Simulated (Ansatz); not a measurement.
# Cr: stress in a strained cell

Cr is deformed so: zz strain of -1 %. What stress and forces result, by LAPW, PAW and all-electron datasets made for the crystal?

Program: Ansatz 0.2.0. Level of theory: DFT LDA, scalar-relativistic. These are calculated values, not measurements.

**1. The starting structure**

It takes space group Im-3m (No. 229, cubic). The conventional cell has a = 2.884 Å, b = 2.884 Å, c = 2.884 Å, α = 90.00°, β = 90.00°, γ = 90.00°. Around Cr (site symmetry m-3m) lie 8 Cr at 2.50 Å.

Coordinates:

```cif
data_structure
_symmetry_space_group_name_H-M 'P 1'
_symmetry_Int_Tables_number 1
_cell_length_a 2.4975
_cell_length_b 2.4975
_cell_length_c 2.4975
_cell_angle_alpha 109.471
_cell_angle_beta 109.471
_cell_angle_gamma 109.471
_cell_volume 11.99
loop_
_atom_site_label
_atom_site_type_symbol
_atom_site_fract_x
_atom_site_fract_y
_atom_site_fract_z
_atom_site_occupancy
Cr1 Cr 0.00000 0.00000 0.00000 1
```

**2. The deformed structure**

Space group Im-3m before, I4/mmm after.

**3. Full-potential LAPW**

input.yaml reads:

```yaml
crystal:
  lattice:
    - [-1.44195, 1.44195, 1.4275305]
    - [1.44195, -1.44195, 1.4275305]
    - [1.44195, 1.44195, -1.4275305]
  atoms:
    - { symbol: Cr, position: [0.0, 0.0, 0.0], spin: 3.0 }
magnetization:
  spin_polarized: true
kpoints:
  mp_grid: { grid: [18, 18, 18] }
  band_path:
    path:
      - [0.0, 0.0, 0.0]
      - [0.0, 0.0, 0.5]
      - [-0.5, 0.5, 0.5]
      - [0.0, 0.0, 0.0]
      - [0.495025, 0.495025, -0.495025]
      - [-0.495025, 0.504975, 0.495025]
      - [-0.5, 0.5, 0.5]
      - [0.0, 0.0, 0.5]
      - [0.25, 0.25, 0.25]
    npoints: 5
scf:
  occupations: { method: fermi_dirac, width: 0.08 }
hamiltonian:
  xc: lda
  pseudopotentials: { kind: all_electron, lapw: { basis_error: 0.001 } }
output:
  forces: true
  stress: true
  eigenvalues: true
```

Started as:

```console
$ ansatz run input.yaml --threads 1 --pin off --max-ram 3072MiB --backend cpu --events-out ev --progress --plain --runs-dir out
```

**4. Frozen-core PAW**

input.yaml reads:

```yaml
crystal:
  lattice:
    - [-1.44195, 1.44195, 1.4275305]
    - [1.44195, -1.44195, 1.4275305]
    - [1.44195, 1.44195, -1.4275305]
  atoms:
    - { symbol: Cr, position: [0.0, 0.0, 0.0], spin: 3.0 }
magnetization:
  spin_polarized: true
kpoints:
  mp_grid: { grid: [18, 18, 18] }
scf:
  occupations: { method: fermi_dirac, width: 0.08 }
hamiltonian:
  xc: lda
  pseudopotentials: { kind: paw }
output:
  forces: true
  stress: true
  eigenvalues: true
  efg: { contact_densities: true }
```

**5. All-electron PAW on datasets made for the crystal**

input.yaml, as its differences from that of step 4:

```diff
@@ -15,3 +15,3 @@
   xc: lda
-  pseudopotentials: { kind: paw }
+  pseudopotentials: { kind: all_electron, datasets: crystal }
 output:
```

(Steps that only read results are left out.)

Before running it: what results should come out? Wanted: pressure; largest shear or deviatoric stress.

**Answer**, as computed:

```
                                 quantity                                                 value
                                 pressure  LAPW -22.39, PAW -22.43, crystal datasets -22.39 GPa
largest shear or deviatoric stress (LAPW)                                              2.09 GPa
```

**Reading.** The largest part of the stress beyond the pressure is 2.09 GPa in size, in the zz component. No run of the undeformed cell stands beside it, so the pressure holds what the given cell had before the change. PAW: stress within 0.04 GPa of LAPW. Crystal datasets: stress within 0.01 GPa of LAPW.
